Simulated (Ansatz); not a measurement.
# C₂H₇AlTe: one species, many methods

One table from this session's results is given with a row withheld; the runs are named, their logs left out.

Program: Ansatz 0.2.0, Gaussian basis. Level of theory: functionals in def2-TZVPP, the program's frozen cores in correlated methods. These are calculated values, not measurements.

Plan: LDA (SPW92), PBE-D4, revPBE-D4, BLYP-D4, r2SCAN-D4, B97M-V, PBE0-D4, B3LYP-D4, r2SCANh-D4, r2SCAN0-D4, HSE06-D4, BHLYP-D4, CAM-B3LYP-D4, LC-ωPBE, ωB97X-V, ωB97M-V, B2PLYP, PBE-QIDH; CCSD(T)/def2-SVP; CCSD(T)/def2-TZVPP; MP2/def2-QZVPP; extrapolation to the limit; RPA on PBE.

## Structure used throughout

The geometry comes from an earlier relaxation with PBE0-D4 in a triple-zeta def2 set; it is a stationary point, not always the lowest conformer. Te takes the def2 core potential; no spin-orbit term is included.

SMILES `[CH3][Al]([CH3])[TeH]`, 11 atoms, charge 0, spin multiplicity 1.

Atoms are counted from 1 here; the program's logs count them from 0.

Bond lengths: C1–Al2 1.950 Å, C1–H5 1.095 Å, C1–H6 1.095 Å, C1–H7 1.092 Å, Al2–C3 1.951 Å, Al2–Te4 2.542 Å, C3–H8 1.095 Å, C3–H9 1.095 Å, C3–H10 1.092 Å, Te4–H11 1.657 Å. Angles: Al2–C1–H5 110.7°, Al2–C1–H6 110.3°, Al2–C1–H7 113.0°, H5–C1–H6 106.7°, H5–C1–H7 108.1°, H6–C1–H7 107.8°, C1–Al2–C3 123.5°, C1–Al2–Te4 119.9°, C3–Al2–Te4 116.6°, Al2–C3–H8 110.6°, Al2–C3–H9 110.5°, Al2–C3–H10 113.1°, H8–C3–H9 106.6°, H8–C3–H10 107.9°, H9–C3–H10 107.8°, Al2–Te4–H11 91.7°.

The first run:

Contents of in.yaml:

```yaml
crystal:
  periodic: [false, false, false]
  atoms:
    - {symbol: C, position_ang: [-0.222653, 1.396147, -0.924520]}
    - {symbol: Al, position_ang: [-0.104466, -0.326633, -0.018417]}
    - {symbol: C, position_ang: [0.951762, -0.624966, 1.594332]}
    - {symbol: Te, position_ang: [-1.378269, -2.328300, -0.931768]}
    - {symbol: H, position_ang: [0.776251, 1.789149, -1.140122]}
    - {symbol: H, position_ang: [-0.717986, 2.130384, -0.280052]}
    - {symbol: H, position_ang: [-0.778043, 1.346530, -1.862936]}
    - {symbol: H, position_ang: [0.646382, 0.064040, 2.388799]}
    - {symbol: H, position_ang: [2.011860, -0.429952, 1.400188]}
    - {symbol: H, position_ang: [0.865458, -1.642425, 1.981516]}
    - {symbol: H, position_ang: [-1.984898, -1.430872, -2.186319]}
basis:
  gaussian: {orbitals: def2-TZVPP}
hamiltonian: {xc: lda}
output: {orbitals: {seedname: orbitals}}
```

Command:

```
$ ansatz run in.yaml --threads 4 --pin off --events-out ev --progress --plain --max-ram 10444MiB
```

Steps of the session up to this table: LDA; PBE-D4 (GGA); revPBE-D4 (GGA); BLYP-D4 (GGA); r2SCAN-D4 (meta-GGA); B97M-V (meta-GGA); PBE0-D4 (hybrid); B3LYP-D4 (hybrid); r2SCANh-D4 (hybrid); r2SCAN0-D4 (hybrid); HSE06-D4 (hybrid); BHLYP-D4 (hybrid); CAM-B3LYP-D4 (range-separated); LC-ωPBE (range-separated); ωB97X-V (range-separated); ωB97M-V (range-separated); B2PLYP (double hybrid); PBE-QIDH (double hybrid).

One of the session's tables, all rows but one given; the rest of the session is left out.

It belongs to the step «Frontier levels by functional». 

| functional | HOMO (eV) | gap (eV) |
| --- | --- | --- |
| LDA (SPW92) | -5.69 | 3.98 |
| PBE-D4 | -5.55 | 4.06 |
| revPBE-D4 | -5.50 | 4.11 |
| BLYP-D4 | -5.37 | 4.02 |
| r2SCAN-D4 | -5.80 | 4.60 |
| B97M-V | -5.76 | 4.50 |
| PBE0-D4 | -6.54 | 5.77 |
| B3LYP-D4 | -6.31 | 5.38 |
| r2SCANh-D4 | -6.16 | 5.20 |
| r2SCAN0-D4 | -6.70 | 6.10 |
| HSE06-D4 | -6.15 | 5.02 |
| BHLYP-D4 | ? | ? |
| CAM-B3LYP-D4 | -7.71 | 7.89 |
| LC-ωPBE | -8.99 | 10.20 |
| ωB97X-V | -8.69 | 9.79 |
| ωB97M-V | -8.57 | 9.41 |

Q: Estimate the row for BHLYP-D4 from the others.

Worked estimate for «HOMO (eV)». Against the share of exact exchange, BLYP-D4 (0, -5.37), B3LYP-D4 (0.2, -6.31) give a slope of -4.70 per unit share; at 0.5 the line stands at -7.72.

**Answer.** HOMO (eV): -7.35; gap (eV): 7.38. In «HOMO (eV)» the line misses by -0.37.
